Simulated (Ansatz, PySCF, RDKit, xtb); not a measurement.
**AlSiH4OF3: ranking a sample of isomers**

Which of a sample of isomers of AlSiH4OF3 is the most stable in the gas at 298.15 K, and what are its properties? The sample is small against all isomers, and the most stable one of this formula need not be in it.

Plan: many cheap relaxations first (GFN2-xTB), then density-functional screening, relaxation at PBE0-D4/def2-SVP, vibrations (at GFN2-xTB) and a final energy. The numbers are computed, not measured.

### Step 1. Possible bonding patterns

Isomers were drawn by moving bonds and hydrogen atoms under normal valences; this is a sample, not all of them. O–O, O–halogen and N–halogen bonds and N–N–N chains are not drawn. That gives 10 candidates.

```
label                          SMILES     spin
 c181   [OH2+][Si@H](F)[AlH-]([F])[F]  singlet
 c192      F[SiH2][OH+][AlH-]([F])[F]  singlet
 c329    [OH2+][Al-]([F])([F])[SiH2]F  singlet
 c347  [OH2+][SiH2][Al-]([F])([F])[F]  singlet
 c510      [OH2+][Si](F)(F)[AlH2-][F]  singlet
 c536         F[Si](F)(F)[OH+][AlH3-]  singlet
 c563        [OH2+][AlH2-][Si](F)(F)F  singlet
 c874   [F][Al-]([F])([F])[OH+][SiH3]  singlet
 c941        [F][AlH2-][OH+][SiH](F)F  singlet
 c950     [OH2+][Al@H-]([F])[SiH](F)F  singlet
```

Candidates are built by distance geometry, with a force field where one applies, in up to four conformers (letters a to d).

Q: Predict the outcome of this search (final energies at CCSD(T)/def2-SVP + MP2/def2-TZVPP - MP2/def2-SVP).

| quantity | value |
| --- | --- |
| lowest structure found | [F][Al-]([F])([F])[OH+][SiH3], singlet |
| next finalist | [F][AlH]1[OH][SiH2]([F])[F]1 ‡, singlet, 9.4 kcal/mol higher in G |
| share at equilibrium, among the finalists | 100.0 % |
| dipole moment (PBE0/def2-SVPD) | 5.49 D |
| HOMO energy (PBE0/def2-SVPD) | -10.41 eV |
| LUMO energy (PBE0/def2-SVPD) | -1.31 eV |
| HOMO–LUMO gap (PBE0/def2-SVPD) | 9.10 eV |
| lowest excitation (TD-CAM-B3LYP/def2-SVPD) | 7.88 eV (f = 0.000) |
| strongest of the states computed, same level | 9.40 eV (f = 0.064) |
| lowest triplet excitation, same level, Tamm-Dancoff | 7.39 eV |
| vertical ionisation energy | 12.45 eV |
| vertical electron affinity | -0.12 eV (unbound: the value depends on the basis) |
| vertical triplet less singlet | +7.32 eV |

The lowest structure found is `[F][Al-]([F])([F])[OH+][SiH3]`. Among the finalists first place is clear (9.4 kcal/mol); structures outside the list aren't covered. PBE0-D4/def2-SVP, HF/def2-SVP and MP2/def2-SVP already put its bonding pattern lowest among the structures in one piece. It still has an imaginary mode, so it is no strict minimum; a nearby shape lies a little lower. 2 minima inside the window were never screened. Lowest found is not proven lowest: the search is finite, and each finalist counts with one conformer. Only 10 drawn patterns were tried, so whole families of isomers are missing, and the result ranks this sample alone.

‡ marks the bonded skeleton alone, with all bonds drawn single: no Lewis structure was assigned that passes a check against the bond lengths.
